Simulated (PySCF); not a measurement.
**C4H9BrSi2: electronic excitations**

Wanted: the electronic excitations of C4H9BrSi2 (`C#C[Si@@](C)(Br)C[SiH3]`), by calculation.

Programs: PySCF 2.14.0, with density-fitted response routines of our own. Each step states its level of theory. These are calculated values for one molecule in the gas phase, unless marked as measured. Atoms count from 0, in the outputs and in this text.

## 1. The molecule as given

16 atoms, charge 0, multiplicity 1; geometry from: GFN2-xTB.

Bonds of the start (Å): C0–C1 1.20, C1–Si2 1.85, Si2–C3 1.89, Si2–Br4 2.26, Si2–C5 1.89, C5–Si6 1.91, C0–H7 1.05, C3–H8 1.09, C3–H9 1.09, C3–H10 1.09, C5–H11 1.09, C5–H12 1.09, Si6–H13 1.46, Si6–H14 1.47, Si6–H15 1.46.

## 2. Ultraviolet spectrum: CAM-B3LYP/def2-SVPD

Job settings and geometry (Å):

```
{"job": {"kind": "uv", "xc": "CAM-B3LYP", "basis": "def2-SVPD", "nstates": 8, "ntriplets": 3}, "charge": 0, "multiplicity": 1}
C     -1.807236     3.092595     0.338283
C     -1.241834     2.056003     0.113404
Si    -0.347175     0.480163    -0.270490
C     -1.571437    -0.952483    -0.443182
Br     0.582507     0.810666    -2.298983
C      1.061115     0.176125     0.960439
Si     1.997480    -1.473569     0.758100
H     -2.307355     3.996973     0.536345
H     -1.996462    -1.220445     0.519105
H     -2.390596    -0.689337    -1.106986
H     -1.084038    -1.834020    -0.850848
H      0.655632     0.230484     1.970890
H      1.775689     0.996126     0.877990
H      3.095101    -1.501566     1.725005
H      1.061480    -2.568940     1.032846
H      2.509531    -1.589829    -0.605846
```

With the program's defaults for keys left out, this is: TDDFT CAM-B3LYP/def2-SVPD, vertical, gas phase, core orbitals frozen in the response.

Run with:

```bash
OMP_NUM_THREADS=1 python probes_run.py task.json out
```

One launch serves the whole session: the jobs run in the order shown.

Output:

```text
coarse grid: 63128 points
cycle   1  E = -3310.3739912357  dE = -5.989e-01  |g| = 4.576e-01  |ddm| = 8.711e+00
cycle   2  E = -3310.4031107517  dE = -2.912e-02  |g| = 3.293e-01  |ddm| = 1.935e+00
cycle   3  E = -3310.4317324852  dE = -2.862e-02  |g| = 4.786e-02  |ddm| = 6.455e-01
cycle   4  E = -3310.4321013376  dE = -3.689e-04  |g| = 2.923e-02  |ddm| = 1.747e-01
cycle   5  E = -3310.4322908688  dE = -1.895e-04  |g| = 1.128e-02  |ddm| = 6.311e-02
cycle   6  E = -3310.4323217535  dE = -3.088e-05  |g| = 1.584e-03  |ddm| = 2.580e-02
cycle   7  E = -3310.4323224152  dE = -6.617e-07  |g| = 5.203e-04  |ddm| = 3.937e-03
final grid: 130112 points
cycle   8  E = -3310.4322770275  dE = -7.406e-08  |g| = 5.489e-04  |ddm| = 6.667e-03
cycle   9  E = -3310.4322770172  dE =  1.027e-08  |g| = 5.893e-04  |ddm| = 1.613e-03
cycle  10  E = -3310.4322771084  dE = -9.123e-08  |g| = 4.425e-05  |ddm| = 7.703e-04
cycle  11  E = -3310.4322771089  dE = -4.266e-10  |g| = 1.883e-05  |ddm| = 9.446e-05
converged SCF energy = -3310.4322771089

Static polarisability (au): isotropic 118.494, principal 103.540 112.488 139.453

Singlet excitations
state   eV       nm        f      main configurations
  1   6.0128    206.2   0.00033   H-2->L 0.52, H-1->L 0.09
  2   6.2725    197.7   0.00922   H->L 0.29, H-2->L+2 0.22, H-3->L 0.15
  3   6.3386    195.6   0.00196   H-3->L+2 0.29, H->L+2 0.24, H-2->L 0.09
  4   6.7347    184.1   0.00961   H-1->L 0.61, H-2->L 0.15, H->L 0.13
  5   6.8385    181.3   0.02842   H->L 0.36, H-3->L 0.34, H-1->L 0.10
  6   7.7051    160.9   0.04447   H-1->L+1 0.41, H-1->L+2 0.34, H->L+2 0.09
  7   7.7262    160.5   0.09563   H->L+1 0.33, H-1->L+1 0.30, H-1->L+2 0.17
  8   7.7781    159.4   0.05903   H->L+1 0.40, H-1->L+2 0.18, H-1->L+1 0.12

Triplet excitations (Tamm-Dancoff, eV): 5.0055 5.4688 5.4854
```

It took 2.6 min on 1 thread of Arm Neoverse N1, shared host; peak memory 1.2 GiB.

Frontier orbitals and where they lie:

```
orbital     eV                         atoms
 HOMO−3  -9.93    C1 27 %, C0 26 %, Br4 25 %
 HOMO−2  -9.75    C1 32 %, C0 32 %, Br4 17 %
 HOMO−1  -9.40     Br4 64 %, C5 8 %, Si2 8 %
   HOMO  -9.38    Br4 64 %, C1 13 %, C0 12 %
   LUMO   0.53    Br4 25 %, C1 20 %, C0 20 %
 LUMO+1   0.89  Si6 20 %, Si2 11 %, Br4 10 %
 LUMO+2   0.98    C0 23 %, C1 20 %, Si2 12 %
```

With each of the 8 states as a Gaussian band of 0.4 eV half-width at 1/e, the curve within the window shown has maxima at 182 nm (ε 1,600), 160 nm (ε 8,000) L/(mol cm). Beyond the last state computed it falls off for lack of states. The curve at chosen wavelengths:

```
 nm  ε (L/mol/cm)
153          3902
156          6471
159          7960
162          7508
165          5633
168          3561
171          2164
174          1590
177          1533
180          1621
183          1626
186          1494
189          1278
192          1048
195           844
198           673
201           526
204           397
207           285
210           193
213           124
216            75
219            43
222            24
225            12
228             6
```

Leading natural transition orbitals of singlet state 7: the hole lies on Br4 63 %; C5 10 %; C3 6 %; the particle on Br4 19 %; H11, H12 about 11 % each; H8, H10, H15 about 7 % each.

Leading natural transition orbitals of singlet state 1: the hole lies on C0, C1 about 44 % each; the particle on C0, C1 about 30 % each; Si2 13 %; H7 12 %.

Ground-state properties from the same run:

```
           property  computed
  dipole moment (D)      2.26
polarisability (Å³)     17.56
 HOMO–LUMO gap (eV)      9.91
      −ε(HOMO) (eV)      9.38
```

Orbitals, density, ELF and potential are computed afterwards from the orbital file.

Frontier orbitals at CAM-B3LYP/def2-SVPD, with the share of their density that lies nearest to each atom:

```
orbital  energy (eV)                                     lies on
   HOMO        -9.38            Br4 66 %; C0, C1 about 12 % each
   LUMO         0.53  Si2 21 %; Br4 21 %; C0, C1 about 18 % each
```

ELF in a plane through or near 8 of the atoms.

Ten even steps from ' ' (0.00) to '@' (1.00):
```
                                                        
                                                        
                                                        
                        ..                              
          ..++**..    --%%##..      ..::..  ..          
          %%@@@@##    **@@@@--    ..==++====##**..      
        --@@@@@@@@::::**@@%%--    ==**##**@@@@@@##      
        --@@@@@@@@==##**::++==..--**####..@@@@@@%%      
        ..**@@%%..==##@@--**%%--####--##..**%%##--      
            ::..--##--%%##%%::  ##@@--%%%%**==..        
            ..==::..------++  ..--%%##****++--          
            ..%%@@@@--    ==%%##++....----::            
            ..**%%%%..  ::++++**++::                    
              --++::  ..%%%%--==%%##::                  
                      ##@@@@**##@@@@%%                  
                      ##@@@@++**@@@@%%                  
                      ..++==..::##%%::                  
                                                        
                                                        
                                                        
```
The map spans 13.9 Å across and 10.1 Å up, centred on the molecule. Atoms in the plane (x, y in Å): C0 (3.4, 1.1), C1 (2.3, 0.6), C3 (0.5, -1.9), C5 (-0.7, 1.1), Si6 (-2.5, 0.4), H7 (4.4, 1.5), H9 (1.4, -2.5), H10 (-0.4, -2.3).

On the surface of density 0.002 e/bohr³ the electrostatic potential runs, from the 1st to the 99th percentile, from -0.75 V near Br4 to 1.41 V near H7.

## 3. What came out

```
                                quantity                        value
    lowest singlet (CAM-B3LYP/def2-SVPD)  6.01 eV (206 nm), f = 0.000
brightest single state of those computed  state 7, 7.73 eV, f = 0.096
                          lowest triplet                      5.01 eV
   surface potential, 1st and 99th percentile           -0.75 V and 1.41 V
```

In words: The first singlet state (HOMO−2→LUMO 0.52, HOMO−1→LUMO 0.09) lies at 6.01 eV and is dark; of the 8 states computed, the strongest absorption comes from states 6 to 7 together at 7.73 eV (the last state computed is bright too, and its partners may lie past the list). The lowest triplet lies 1.01 eV below the lowest singlet (triplets in Tamm-Dancoff, singlets in full TDDFT).
